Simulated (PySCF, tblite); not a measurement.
**CH₅BO₄Si (triplet), a cluster model of a defect: infrared bands and EPR parameters**

Aim: the infrared bands and EPR parameters of `OB(O)O[C]O[SiH3]`. It is drawn as: twofold C.

Computed with tblite 0.8.0 and PySCF 2.14.0; each step states its level. No surroundings beyond the atoms listed, unless a continuum is named. Atoms count from 0, parts from 1.

### 1 The system as given

12 atoms, charge 0, multiplicity 3; geometry: distance geometry start.

### 2 Relaxing the cluster with GFN2-xTB

The job: settings as JSON, then the geometry in Å.

```
{"job": {"kind": "relax", "xc": "GFN2-xTB", "basis": "xTB"}, "charge": 0, "multiplicity": 3}
C      0.231107     0.479871    -0.339275
O      1.271630     0.259934     0.568623
Si     2.761294    -0.088582    -0.168543
O     -0.722062    -0.490143    -0.037073
B     -2.085654    -0.003013     0.041134
O     -2.343620     1.258141     0.754640
O     -3.148212    -0.960998    -0.201352
H      2.654831    -0.914178    -1.382220
H      3.571887    -0.811867     0.801195
H      3.402861     1.235888    -0.496680
H     -2.862111     1.890830     0.274362
H     -2.757033    -1.854528     0.043584
```

Method: GFN2-xTB geometry optimisation, gas phase.

Command:

```console
$ OMP_NUM_THREADS=1 python cluster_run.py task.json out
```

This one command runs all jobs of the session in turn.

The log of the run:

```text
step      E/eV     max force
  0    -649.63297    4.574
  1    -650.38083    2.158
  2    -650.76149    1.050
  3    -650.81092    0.684
  4    -650.88815    0.721
  5    -650.95822    1.031
  6    -651.01487    0.831
  7    -651.07003    0.599
  8    -651.11479    0.586
  9    -651.16059    0.620
 10    -651.20349    0.583
 11    -651.22572    0.971
 12    -651.26034    0.447
 13    -651.27653    0.375
 14    -651.30021    0.322
 15    -651.31003    0.358
 16    -651.32155    0.266
 17    -651.32829    0.346
 18    -651.33694    0.345
 19    -651.34334    0.282
 20    -651.34986    0.316
 21    -651.35719    0.302
 22    -651.36382    0.317
 23    -651.36827    0.193
 24    -651.37058    0.129
 25    -651.37274    0.169
 26    -651.37636    0.261
 27    -651.37994    0.225
 28    -651.38224    0.134
 29    -651.38414    0.123
 30    -651.38628    0.163
 31    -651.38817    0.174
 32    -651.38932    0.090
 33    -651.38990    0.057
 34    -651.39032    0.074
 35    -651.39086    0.099
 36    -651.39137    0.070
 37    -651.39176    0.054
 38    -651.39213    0.059
 39    -651.39261    0.097
 40    -651.39313    0.102
 41    -651.39351    0.056
 42    -651.39368    0.029
 43    -651.39377    0.032
 44    -651.39391    0.050
 45    -651.39412    0.055
 46    -651.39435    0.043
 47    -651.39451    0.038
 48    -651.39464    0.029
 49    -651.39478    0.046
 50    -651.39499    0.052
 51    -651.39527    0.049
 52    -651.39562    0.075
 53    -651.39605    0.093
 54    -651.39671    0.097
 55    -651.39772    0.086
 56    -651.39880    0.076
 57    -651.39948    0.066
 58    -651.39989    0.085
 59    -651.40042    0.110
 60    -651.40125    0.086
 61    -651.40234    0.109
 62    -651.40333    0.084
 63    -651.40406    0.080
 64    -651.40455    0.075
 65    -651.40510    0.057
 66    -651.40558    0.039
 67    -651.40583    0.050
 68    -651.40618    0.058
 69    -651.40677    0.086
 70    -651.40787    0.117
 71    -651.40908    0.077
 72    -651.40982    0.074
 73    -651.41059    0.069
 74    -651.41120    0.080
 75    -651.41267    0.150
 76    -651.41548    0.270
 77    -651.41913    0.314
 78    -651.41529    0.601
 79    -651.43094    0.206
 80    -651.43473    0.241
 81    -651.43576    0.289
 82    -651.44081    0.153
 83    -651.44276    0.177
 84    -651.44481    0.119
 85    -651.44715    0.157
 86    -651.44937    0.116
 87    -651.45131    0.213
 88    -651.45350    0.138
 89    -651.45749    0.116
 90    -651.45873    0.072
 91    -651.45925    0.055
 92    -651.45965    0.039
 93    -651.45992    0.046
 94    -651.46015    0.047
 95    -651.46046    0.036
 96    -651.46067    0.045
 97    -651.46090    0.049
 98    -651.46111    0.052
 99    -651.46132    0.044
100    -651.46153    0.043
101    -651.46178    0.056
102    -651.46206    0.058
103    -651.46230    0.052
104    -651.46248    0.041
105    -651.46266    0.033
106    -651.46288    0.041
107    -651.46310    0.038
108    -651.46328    0.030
109    -651.46340    0.032
110    -651.46350    0.030
111    -651.46363    0.028
112    -651.46375    0.031
113    -651.46387    0.026
114    -651.46397    0.032
115    -651.46408    0.033
116    -651.46418    0.034
117    -651.46428    0.025
118    -651.46435    0.026
119    -651.46445    0.027
120    -651.46462    0.041
121    -651.46490    0.064
122    -651.46529    0.076
123    -651.46576    0.068
124    -651.46638    0.074
125    -651.46726    0.096
126    -651.46844    0.112
127    -651.46962    0.084
128    -651.47030    0.052
129    -651.47058    0.048
130    -651.47076    0.071
131    -651.47103    0.043
132    -651.47128    0.029
133    -651.47142    0.040
134    -651.47148    0.017
135    -651.47151    0.013
136    -651.47153    0.011
137    -651.47155    0.011
138    -651.47157    0.010
139    -651.47159    0.010
140    -651.47160    0.009
141    -651.47161    0.006
```

Run time: 6.5 s. Hardware: 1 thread of Intel Xeon Platinum 8259CL at 2.50GHz, shared host.

Along the way:

| step | energy from step 0 (eV) | largest force (eV/Å) |
| --- | --- | --- |
| 0 | 0.0000 | 4.5736 |
| 5 | -1.3252 | 1.0314 |
| 10 | -1.5705 | 0.5835 |
| 15 | -1.6771 | 0.3571 |
| 20 | -1.7169 | 0.3162 |
| 25 | -1.7398 | 0.1690 |
| 30 | -1.7533 | 0.1630 |
| 35 | -1.7579 | 0.0982 |
| 40 | -1.7602 | 0.1020 |
| 45 | -1.7612 | 0.0547 |
| 50 | -1.7620 | 0.0521 |
| 55 | -1.7648 | 0.0859 |
| 60 | -1.7683 | 0.0866 |
| 65 | -1.7721 | 0.0574 |
| 70 | -1.7749 | 0.1165 |
| 75 | -1.7797 | 0.1506 |
| 80 | -1.8018 | 0.2414 |
| 85 | -1.8142 | 0.1575 |
| 90 | -1.8258 | 0.0723 |
| 95 | -1.8275 | 0.0355 |
| 100 | -1.8286 | 0.0433 |
| 105 | -1.8297 | 0.0324 |
| 110 | -1.8305 | 0.0295 |
| 115 | -1.8311 | 0.0330 |
| 120 | -1.8316 | 0.0405 |
| 125 | -1.8343 | 0.0952 |
| 130 | -1.8378 | 0.0710 |
| 135 | -1.8385 | 0.0121 |
| 140 | -1.8386 | 0.0091 |
| 141 | -1.8386 | 0.0067 |

Close pairs (by a distance rule), those that changed most:

| bond | before (Å) | after (Å) | change (Å) |
| --- | --- | --- | --- |
| B4–O5 | 1.472 | 1.356 | -0.116 |
| C0–O1 | 1.398 | 1.295 | -0.104 |
| B4–O6 | 1.451 | 1.365 | -0.086 |
| O3–B4 | 1.450 | 1.366 | -0.084 |
| Si2–H9 | 1.508 | 1.452 | -0.056 |
| C0–O3 | 1.393 | 1.338 | -0.055 |
| O1–Si2 | 1.698 | 1.646 | -0.053 |
| O6–H11 | 1.006 | 0.956 | -0.050 |

### 3 Infrared spectrum: GFN2-xTB

The job: settings as JSON, then the geometry in Å.

```
{"job": {"kind": "ir", "xc": "GFN2-xTB", "basis": "xTB"}, "charge": 0, "multiplicity": 3}
C      0.298337     1.070213     0.216802
O      1.584352     0.924431     0.178034
Si     2.673204    -0.223126    -0.274952
O     -0.585951     0.067107     0.167721
B     -1.951121     0.107506     0.171117
O     -2.616007     1.288318     0.222714
O     -2.628613    -1.076170     0.125292
H      2.525561    -0.600630    -1.685274
H      2.460820    -1.427636     0.535432
H      3.880946     0.526473     0.020995
H     -3.568361     1.197225     0.225699
H     -2.073165    -1.853711     0.096419
```

Level: GFN2-xTB harmonic vibrations, gas phase.

The log of the run:

```text
mode    cm-1     km/mol
  1      23.9      0.15
  2      52.1      0.34
  3      78.4      0.32
  4     129.2      2.87
  5     172.4      0.20
  6     229.2      0.92
  7     333.7     27.83
  8     433.0      5.01
  9     477.0     42.56
 10     491.4      6.16
 11     493.2      3.60
 12     536.9     28.36
 13     555.0    365.14
 14     634.0     81.33
 15     695.8    222.20
 16     716.3     72.93
 17     786.7    245.49
 18     823.0     65.58
 19     835.9    258.81
 20     926.0    220.71
 21     946.6    152.62
 22    1115.4    181.34
 23    1276.1    538.47
 24    1308.3    486.12
 25    1393.3    382.95
 26    2186.4    369.40
 27    2233.9    156.54
 28    2364.2    215.89
 29    3643.9     54.16
 30    3653.7     20.54
```

Run time: 0.86 s. Hardware: 1 thread of Intel Xeon Platinum 8259CL at 2.50GHz, shared host; peak memory 0.19 GiB.

The strongest bands and the atoms that carry them:

| cm⁻¹ | km/mol | atoms |
| --- | --- | --- |
| 555 | 365.1 | B4 42 %, H10 26 %, H11 12 % |
| 836 | 258.8 | H8 37 %, H7 33 % |
| 1276 | 538.5 | B4 62 %, O3 12 %, O6 12 % |
| 1308 | 486.1 | B4 55 %, O1 10 % |
| 1393 | 382.9 | C0 58 %, O1 22 %, O3 14 % |
| 2186 | 369.4 | H7 55 %, H8 41 % |

### 4 EPR parameters: B3LYP/pcH-1

Same as in step 3 but for these lines:

```diff
@@ -1,2 +1,2 @@
-{"job": {"kind": "ir", "xc": "GFN2-xTB", "basis": "xTB"}, "charge": 0, "multiplicity": 3}
+{"job": {"kind": "epr", "basis": "pcH-1"}, "charge": 0, "multiplicity": 3}
 C      0.298337     1.070213     0.216802
```

With the program's defaults for keys left out, this is: UKS B3LYP, pcH-1 on B C H O Si, non-relativistic, mean-field spin-orbit, GIAO.

The log of the run:

```text
UKS, coarse grid
  cycle   1  E = -656.18495348  |g| = 8.54e-01
  cycle   2  E = -655.87318770  |g| = 1.28e+00
  cycle   3  E = -656.42148387  |g| = 1.03e-01
  cycle   4  E = -656.42400465  |g| = 6.70e-02
  cycle   5  E = -656.42549408  |g| = 1.36e-02
  cycle   6  E = -656.42556564  |g| = 5.20e-03
  cycle   7  E = -656.42557638  |g| = 2.12e-03
  cycle   8  E = -656.42557832  |g| = 9.06e-04
UKS, final grid
  cycle   1  E = -656.42558986  |g| = 1.37e-03
  cycle   2  E = -656.42558878  |g| = 2.31e-03
  cycle   3  E = -656.42559050  |g| = 1.10e-04
  cycle   4  E = -656.42559050  |g| = 3.60e-05
  cycle   5  E = -656.42559050  |g| = 2.48e-05
E = -656.42559050 Eh   <S^2> = 2.0038 (exact 2.0000)
g shifts (ppm)      1          2          3
  rmc          -213       -213       -213
  gc             36        -12         12
  oz_so        -304        516        580
  total        -481        292        379
hyperfine (MHz)  atom isotope    a_iso     a_fc   dipolar eigenvalues
    0   13C     486.29     486.41    -71.25      7.73     63.52
    1   17O     -86.75     -86.79    -14.84     -2.18     17.01
    2  29Si     -22.05     -22.11     -7.01      2.57      4.44
    3   17O     -18.23     -18.25    -17.30     -2.41     19.71
    4   11B      -1.14      -1.13     -2.95      1.06      1.89
    5   17O       0.59       0.59     -0.19     -0.16      0.35
    6   17O      -1.60      -1.60     -1.55      0.07      1.48
    7    1H       9.94       9.94     -2.05     -1.54      3.59
    8    1H       8.52       8.52     -2.01     -1.44      3.45
    9    1H      -2.84      -2.84     -2.02     -1.74      3.76
   10    1H      -0.78      -0.78     -1.58     -1.41      2.99
   11    1H      -0.70      -0.69     -2.02     -1.01      3.02
zero-field splitting (cm-1)  D = 0.4284  E = 0.1329  (spin-spin 0.5725, spin-orbit -0.1474)
```

Wall time 98 s (1 thread of Intel Xeon Platinum 8259CL at 2.50GHz, shared host); peak memory 0.75 GiB.

Principal g values 2.00184, 2.00261, 2.00270; g(iso) = 2.00238, against 2.00232 for a free electron.

Hyperfine couplings, nucleus by nucleus at this fixed geometry (no averaging over rotations):

| nuclei | isotope | a(iso) (MHz) | a(iso) (G, at g = 2.0023) | largest dipolar term (MHz) |
| --- | --- | --- | --- | --- |
| C0 | 13C | 486.3 | 173.5 | -71.3 |
| O1 | 17O | -86.7 | -31.0 | 17.0 |
| Si2 | 29Si | -22.1 | -7.9 | -7.0 |
| O3 | 17O | -18.2 | -6.5 | 19.7 |
| H7 | 1H | 9.9 | 3.5 | 3.6 |
| H8 | 1H | 8.5 | 3.0 | 3.5 |
| H9 | 1H | -2.8 | -1.0 | 3.8 |
| O6 | 17O | -1.6 | -0.6 | -1.6 |
| B4 | 11B | -1.1 | -0.4 | -2.9 |
| H10 | 1H | -0.8 | -0.3 | 3.0 |
| H11 | 1H | -0.7 | -0.2 | 3.0 |
| O5 | 17O | 0.6 | 0.2 | 0.4 |

Zero-field splitting: D = 0.428 cm⁻¹ (spin-spin 0.573, spin-orbit -0.147), E = 0.133 cm⁻¹.

Mulliken spin populations:

| atom | value (e) |
| --- | --- |
| C0 | 1.65 |
| O1 | 0.10 |
| Si2 | 0.06 |
| O3 | 0.11 |
| B4 | 0.03 |
| O5 | 0.00 |
| O6 | 0.01 |
| H7 | 0.02 |
| H8 | 0.01 |
| H9 | -0.01 |
| H10 | 0.00 |
| H11 | 0.00 |

### 5 Outcome

```
                                 quantity                 value
strongest single infrared mode (GFN2-xTB)             1276 cm⁻¹
                             D, E (B3LYP)     0.428, 0.133 cm⁻¹
                           g(iso) (B3LYP)               2.00238
                                     ⟨S²⟩    2.004 (exact 2.00)
                           largest a(iso)  13C on C0, 486.3 MHz
```

**Reading.** No mode is imaginary at GFN2-xTB; the softest lies at 24 cm⁻¹. Most of the unpaired spin sits on C0 (1.65 e). The isotropic g lies 0.1 ppt above the free-electron value. The triplet was assumed; the singlet may lie lower. A capped cluster stands for the solid here, so long-range fields and strain are missing, and bands or shifts of the capping hydrogens have no counterpart in it.
